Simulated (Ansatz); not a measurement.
**ClH3HfO2S: how energies converge with the basis set**

One table from this session's results is given with a row withheld; the runs are named, their logs left out.

The runs use Ansatz 0.2.0, Gaussian basis; one geometry, several basis sets.

The runs, in order: PBE0-D4/def2-SVP; ωB97M-V/def2-SVP; PBE0-D4/def2-QZVPP; ωB97M-V/def2-QZVPP; the functionals' def2-TZVPP values are taken from earlier runs.

## The geometry

All runs share one geometry, relaxed beforehand with PBE0-D4 in a triple-zeta def2 set. Hf takes the def2 core potential; no spin-orbit term is included.

SMILES `[OH][Hf]([OH])([SH])[Cl]`, 8 atoms, charge 0, spin multiplicity 1.

Atoms are counted from 1 here; the program's logs count them from 0.

Bond lengths: O1–Hf2 1.902 Å, O1–H6 0.952 Å, Hf2–O3 1.898 Å, Hf2–S4 2.454 Å, Hf2–Cl5 2.364 Å, O3–H7 0.952 Å, S4–H8 1.347 Å. Angles: Hf2–O1–H6 168.3°, O1–Hf2–O3 114.1°, O1–Hf2–S4 108.2°, O1–Hf2–Cl5 108.3°, O3–Hf2–S4 105.4°, O3–Hf2–Cl5 110.0°, S4–Hf2–Cl5 110.8°, Hf2–O3–H7 169.1°, Hf2–S4–H8 91.7°.

Coordinates:

```xyz
8
charge 0, multiplicity 1
O     1.68915    0.25719   -0.17118
Hf   -0.16063   -0.18061   -0.23527
O    -0.64504   -1.66585    0.84322
S    -1.42819    1.71782    0.66498
Cl   -0.74839   -0.59207   -2.48750
H     2.62921    0.31425   -0.03427
H    -0.71273   -2.45130    1.37678
H    -0.62338    2.60057    0.04325
```

Set-up of the first run:

The input, in.yaml:

```yaml
crystal:
  periodic: [false, false, false]
  atoms:
    - {symbol: O, position_ang: [1.689151, 0.257194, -0.171177]}
    - {symbol: Hf, position_ang: [-0.160630, -0.180614, -0.235271]}
    - {symbol: O, position_ang: [-0.645036, -1.665854, 0.843215]}
    - {symbol: S, position_ang: [-1.428188, 1.717819, 0.664979]}
    - {symbol: Cl, position_ang: [-0.748389, -0.592067, -2.487500]}
    - {symbol: H, position_ang: [2.629207, 0.314249, -0.034269]}
    - {symbol: H, position_ang: [-0.712734, -2.451296, 1.376776]}
    - {symbol: H, position_ang: [-0.623381, 2.600569, 0.043248]}
basis:
  gaussian: {orbitals: def2-SVP}
hamiltonian: {xc: pbe0, dispersion: d4}
output: {orbitals: {seedname: orbitals}}
```

Steps of the session up to this table: PBE0-D4 in def2-SVP; ωB97M-V in def2-SVP; PBE0-D4 in def2-QZVPP; ωB97M-V in def2-QZVPP.

One table of the session follows, with a row left open; its other results are not shown here.

It belongs to the step «Density functionals: the series». 

| functional | basis | HOMO (eV) |
| --- | --- | --- |
| PBE0-D4 | def2-SVP | -7.35 |
| PBE0-D4 | def2-TZVPP | ? |
| PBE0-D4 | def2-QZVPP | -7.48 |
| ωB97M-V | def2-SVP | -9.46 |
| ωB97M-V | def2-TZVPP | -9.59 |
| ωB97M-V | def2-QZVPP | -9.64 |

Estimate the missing values for PBE0-D4, def2-TZVPP.

The run gave: HOMO (eV): -7.44. In the column «HOMO (eV)» it lies between PBE0-D4, def2-QZVPP (-7.48) and PBE0-D4, def2-SVP (-7.35).
